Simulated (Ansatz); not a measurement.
# ZrTi3C4: the cost of one run

Program: Ansatz 0.2.0. Level of theory: DFT PBE, scalar-relativistic, plane waves, PAW. These are calculated values, not measurements.

2 further runs of the same task are left out: 1 that didn't finish, 1 set aside as unsound or not needed.

## Step 1: Starting point

It takes space group Pm-3m (No. 221, cubic). The conventional cell has a = 4.444 Å, b = 4.444 Å, c = 4.444 Å, α = 90.00°, β = 90.00°, γ = 90.00°. Zr (site symmetry m-3m) has 6 C at 2.22 Å as nearest neighbours. Ti (site symmetry 4/mmm) has 6 C at 2.22 Å as nearest neighbours. C (site symmetry 4/mmm) has 2 Zr at 2.22 Å and 4 Ti at 2.22 Å as nearest neighbours. Around C (site symmetry m-3m) lie 6 Ti at 2.22 Å.

Coordinates:

```
Zr Ti C
1.0
     4.44410    0.00000    0.00000
     0.00000    4.44410    0.00000
     0.00000    0.00000    4.44410
Zr Ti C
1 3 4
Direct
  0.50000 0.50000 0.50000
  0.00000 0.00000 0.50000
  0.50000 0.00000 0.00000
  0.00000 0.50000 0.00000
  0.50000 0.50000 0.00000
  0.00000 0.50000 0.50000
  0.50000 0.00000 0.50000
  0.00000 0.00000 0.00000
```

It is the end of an earlier relaxation with the same method, from a generated guess; it is a trial structure. At a tolerance of 0.05 Å it has space group Pm-3m (No. 221); it has 10.97 Å³/atom, an uncorrected energy of -0.76 eV/atom over the elements.

## Step 2: Static run: bands, density of states and charges

The input, input.yaml:

```yaml
crystal:
  lattice:
    - [4.4440954567, 0.0, 0.0]
    - [0.0, 4.4440954567, 0.0]
    - [0.0, 0.0, 4.4440954567]
  atoms:
    - { symbol: Zr, position: [0.5, 0.5, 0.5] }
    - { symbol: Ti, position: [0.0, 0.0, 0.5] }
    - { symbol: Ti, position: [0.5, 0.0, 0.0] }
    - { symbol: Ti, position: [0.0, 0.5, 0.0] }
    - { symbol: C, position: [0.5, 0.5, 0.0] }
    - { symbol: C, position: [0.0, 0.5, 0.5] }
    - { symbol: C, position: [0.5, 0.0, 0.5] }
    - { symbol: C, position: [0.0, 0.0, 0.0] }
basis:
  ecutwfc: 420
kpoints:
  mp_grid: { grid: [8, 8, 8] }
  band_path:
    path:
      - [[0.0, 0.0, 0.0], [0.0, 0.5, 0.0], [0.5, 0.5, 0.0], [0.0, 0.0, 0.0], [0.5, 0.5, 0.5], [0.0, 0.5, 0.0]]
      - [[0.5, 0.5, 0.5], [0.5, 0.5, 0.0]]
    npoints: 14
hamiltonian:
  xc: pbe
scf:
  occupations: { method: gaussian, width: 0.1 }
  n_extra_bands: 20
output:
  forces: true
  stress: true
  eigenvalues: true
  populations: true
  dos: { projected: true, de: 0.02, nscf_kmesh: { grid: [10, 10, 10] } }
  bader: true
  write_density: true
  write_potential: true
  elf: true
  volumetric_format: npy
```

On the command line:

```console
$ ansatz run input.yaml --threads 1 --pin off --max-ram 2560MiB --backend cpu --events-out ev --progress --plain --runs-dir out
```

Q: Estimate wall time and peak memory on 1 thread of Intel Xeon Platinum 8488C (Sapphire Rapids), shared host.

About 53 s, with a peak of 0.57 GiB.
